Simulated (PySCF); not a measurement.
# [WO3(OH)]−: other functionals and bases at one geometry

One table from this session's results is given with a row withheld; the runs are named, their logs left out.

Computed with PySCF 2.14.0. Level: several levels, as the steps say, no spin–orbit coupling.

2 further runs of the same task are left out: 2 for a known fault of the program. Runs told in other sessions of the task aren't counted.

## The system as given

6 atoms, charge -1, spin multiplicity 1.

Bond lengths: W1–O2 1.759 Å, W1–O3 1.759 Å, W1–O4 1.758 Å, W1–O5 1.961 Å, O5–H6 0.966 Å. Angles: O2–W1–O3 108.9°, O2–W1–O4 110.7°, O2–W1–O5 109.0°, O3–W1–O4 110.7°, O3–W1–O5 109.0°, O4–W1–O5 108.5°, W1–O5–H6 115.9°.

Coordinates:

```xyz
6

W     0.0121   -0.0121   -0.0525
O     0.9454    1.0785    0.9643
O    -1.0785   -0.9454    0.9643
O     1.0756   -1.0756   -0.9620
O    -1.0443    1.0443   -1.3221
H    -1.6692    1.6692   -0.9326
```

Formal oxidation states: W +6. An earlier session relaxed this geometry at B3LYP, W def2-SVP with ECP60, O def2-SVP, H def2-SVP (singlet, point group Cs).

At B3LYP on the finer grid: E = -368.642554 Eh, HOMO -2.43 eV, LUMO 3.98 eV, Mulliken charge on W1 +0.85 e, largest force component 0.021 eV/Å. 

Levels to run: TPSSh; BP86; M06-L; HF; B3LYP, TZVP; B3LYP, x2c-SVP. Hardware: 2 threads of Arm Neoverse V2, shared host.

Set-up of the first run:

run.py (the lines that set the calculation) reads:

```python
mol = gto.M(atom='''
W      0.01208    -0.01208    -0.05250
O      0.94539     1.07854     0.96425
O     -1.07854    -0.94539     0.96425
O      1.07559    -1.07559    -0.96202
O     -1.04434     1.04434    -1.32214
H     -1.66924     1.66924    -0.93262''',
    basis={'W': 'def2-SVP', 'O': 'def2-SVP', 'H': 'def2-SVP'},
    ecp={'W': 'def2-SVP'},
    charge=-1, spin=0)
mf = dft.RKS(mol, xc='TPSSH')
mf.grids.atom_grid = (75, 302)
mf = mf.density_fit()  # fitting sets: W def2-universal-JKFIT, O def2-universal-JKFIT, H def2-universal-JKFIT
mf.conv_tol = 1e-08; mf.max_cycle = 55
mf.kernel(dm0)  # dm0: the density of the relaxed state
```

Started as:

```
> OMP_NUM_THREADS=2 python run.py
```

Steps of the session up to this table: TPSSh; BP86; M06-L; HF; B3LYP, TZVP; B3LYP, x2c-SVP.

One table of the session follows, with a row left open; its other results are not shown here.

| level | HOMO (eV) | gap (eV) | charge on W1 (e) | dipole (D) | largest force component (eV/Å) |
| --- | --- | --- | --- | --- | --- |
| B3LYP (relaxed here) | -2.43 | 6.40 | 0.85 | 3.25 | 0.02 |
| TPSSh | ? | ? | ? | ? | ? |
| BP86 | -1.19 | 4.82 | 0.68 | 3.17 | 0.40 |
| M06-L | -1.39 | 5.40 | 1.10 | 3.20 | 0.22 |
| HF | -6.95 | 13.60 | 1.54 | 3.71 | 1.36 |
| B3LYP, TZVP | -2.69 | 6.39 | 1.39 | 3.22 | 0.17 |
| B3LYP, x2c-SVP | -2.61 | 6.44 | 0.74 | 3.15 | 0.59 |

Estimate the missing values for TPSSh.

**Answer.** HOMO (eV): -1.85; gap (eV): 5.87; charge on W1 (e): 0.89; dipole (D): 3.24; largest force component (eV/Å): 0.15. In the column «HOMO (eV)» it lies between B3LYP (relaxed here) (-2.43) and M06-L (-1.39).

The dipole of a charged species depends on the origin, so these sizes hold for this origin alone.

In one basis the HOMO–LUMO gap runs from 4.82 eV (BP86) to 13.60 eV (HF). The largest leftover force, 1.36 eV/Å with HF, stands at a geometry relaxed at another level. Total energies of different levels can't be compared.
